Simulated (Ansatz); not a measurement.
# C2H8InN: the cost of one run

Program: Ansatz 0.2.0, Gaussian basis. Level of theory: RKS PBE0-D4/def2-TZVP. These are calculated values, not measurements.

Levels to be run: relaxation at PBE0-D4/def2-TZVP; harmonic vibrations at the same level; a single point in def2-TZVPP for the fields.

**1. The starting structure**

SMILES `[CH3][In]([CH3])[NH2]`, 12 atoms, charge 0, spin multiplicity 1.

Atoms are counted from 1 here; the program's logs count them from 0.

Bond lengths: C1–In2 2.234 Å, C1–H5 1.089 Å, C1–H6 1.089 Å, C1–H7 1.088 Å, In2–C3 2.234 Å, In2–N4 2.053 Å, C3–H8 1.089 Å, C3–H9 1.088 Å, C3–H10 1.088 Å, N4–H11 1.014 Å, N4–H12 1.014 Å. Angles: In2–C1–H5 109.6°, In2–C1–H6 110.6°, In2–C1–H7 108.6°, H5–C1–H6 108.9°, H5–C1–H7 109.6°, H6–C1–H7 109.5°, C1–In2–C3 129.8°, C1–In2–N4 114.8°, C3–In2–N4 114.8°, In2–C3–H8 110.3°, In2–C3–H9 108.2°, In2–C3–H10 110.3°, H8–C3–H9 109.2°, H8–C3–H10 109.1°, H9–C3–H10 109.7°, In2–N4–H11 116.2°, In2–N4–H12 116.1°, H11–N4–H12 106.8°.

Geometry (Å):

```mol
C2H8InN
  3D, bonds by distance, orders not assigned

 12 11  0  0  0  0  0  0  0  0999 V2000
   -0.6997    1.8034   -1.0233 C   0  0
   -0.0771   -0.0890   -0.0117 In  0  0
    1.5497   -0.4459    1.4768 C   0  0
   -0.9532   -1.7906   -0.7553 N   0  0
    0.1821    2.3453   -1.3604 H   0  0
   -1.2620    2.4357   -0.3383 H   0  0
   -1.3222    1.5515   -1.8797 H   0  0
    1.1451   -0.4385    2.4876 H   0  0
    1.9876   -1.4211    1.2731 H   0  0
    2.3138    0.3240    1.3931 H   0  0
   -1.8898   -1.6843   -1.1291 H   0  0
   -0.9744   -2.5906   -0.1328 H   0  0
  1  2  8  0
  2  3  8  0
  2  4  8  0
  1  5  8  0
  1  6  8  0
  1  7  8  0
  3  8  8  0
  3  9  8  0
  3 10  8  0
  4 11  8  0
  4 12  8  0
M  END
```

The start is a GFN2-xTB geometry. In takes the def2 core potential; no spin-orbit term is included.

**2. Optimising with PBE0-D4/def2-TZVP**

in.yaml

```yaml
crystal:
  periodic: [false, false, false]
  atoms:
    - {symbol: C, position_ang: [-0.699750, 1.803380, -1.023260]}
    - {symbol: In, position_ang: [-0.077120, -0.088970, -0.011690]}
    - {symbol: C, position_ang: [1.549660, -0.445900, 1.476800]}
    - {symbol: N, position_ang: [-0.953180, -1.790560, -0.755290]}
    - {symbol: H, position_ang: [0.182120, 2.345270, -1.360400]}
    - {symbol: H, position_ang: [-1.261970, 2.435740, -0.338340]}
    - {symbol: H, position_ang: [-1.322170, 1.551500, -1.879690]}
    - {symbol: H, position_ang: [1.145130, -0.438450, 2.487650]}
    - {symbol: H, position_ang: [1.987650, -1.421080, 1.273110]}
    - {symbol: H, position_ang: [2.313850, 0.324020, 1.393100]}
    - {symbol: H, position_ang: [-1.889780, -1.684340, -1.129140]}
    - {symbol: H, position_ang: [-0.974440, -2.590610, -0.132850]}
basis:
  gaussian: {orbitals: def2-TZVP}
hamiltonian: {xc: pbe0, dispersion: d4}
relax: {f_tol: 0.005, max_steps: 150}
```

The run is started by

```sh
ansatz run in.yaml --threads 4 --pin off --events-out ev --progress --plain --max-ram 10444MiB
```

**Question.** How long does this run take on 4 threads of Intel Xeon 6975P-C, shared host, and how much memory does it need?

About 39 s, with a peak of 0.52 GiB.
